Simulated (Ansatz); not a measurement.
# NaAu (triplet): energies up the ladder

Wanted for NaAu (triplet): energies up the ladder. Spin multiplicity 3.

Computed with Ansatz 0.2.0 (the levels named in each step, unless a step's input says otherwise).

### 1 The starting structure

Bond lengths: Na1–Au2 3.393 Å.

As a file:

```xyz
2

Na    0.0000    0.0000    0.0000
Au    0.0000    0.0000    3.3934
```

### 2 A rough first relaxation, PBE-D4/def2-SVPD

The input, input.yaml:

```yaml
crystal:
  periodic: [false, false, false]
  atoms:
    - { symbol: Na, position_ang: [0.0, 0.0, 0.0] }
    - { symbol: Au, position_ang: [0.0, 0.0, 3.39336] }
magnetization:
  spin_polarized: true
  initial_magnetization: 2
basis:
  gaussian: { orbitals: def2-SVPD }
hamiltonian:
  xc: pbe
  dispersion: d4
relax:
  f_tol: 0.03
  max_steps: 200
```

The run is started by

```
$ ansatz run input.yaml --threads 2 --pin off --max-ram 5120MiB --backend cpu --events-out ev --progress --plain --runs-dir out
```

After this run come: Relaxation, PBE0-D4/def2-TZVPPD; Frequencies, PBE0-D4/def2-TZVPPD; Single point, PBE-D4/def2-TZVPPD; Single point, r2SCAN-D4/def2-TZVPPD; Single point, B3LYP-D4/def2-TZVPPD; Single point, wB97M-V/def2-TZVPPD; Single point, B2PLYP/def2-TZVPPD; Single point, LDA/def2-TZVPPD; Single point, PBE0-D4/def2-SVPD; Single point, PBE-D4/def2-SVPD.

Before running it: what results should come out? Wanted: Na1–Au2 at PBE0-D4/def2-TZVPPD; frequencies at PBE0-D4/def2-TZVPPD; energy at PBE-D4/def2-SVPD.

As calculated:

| quantity | value |
| --- | --- |
| Na1–Au2 at PBE0-D4/def2-TZVPPD | 3.673 Å |
| frequencies at PBE0-D4/def2-TZVPPD | 41 cm⁻¹ |
| energy at PBE-D4/def2-SVPD | -8104.781 eV |

**Reading.** No mode is imaginary, so the geometry is a minimum. These totals serve in differences with atoms or fragments at the same level; alone they don't rank the methods. Heavy atoms carry effective core potentials in def2 sets, and spin-orbit coupling is left out.
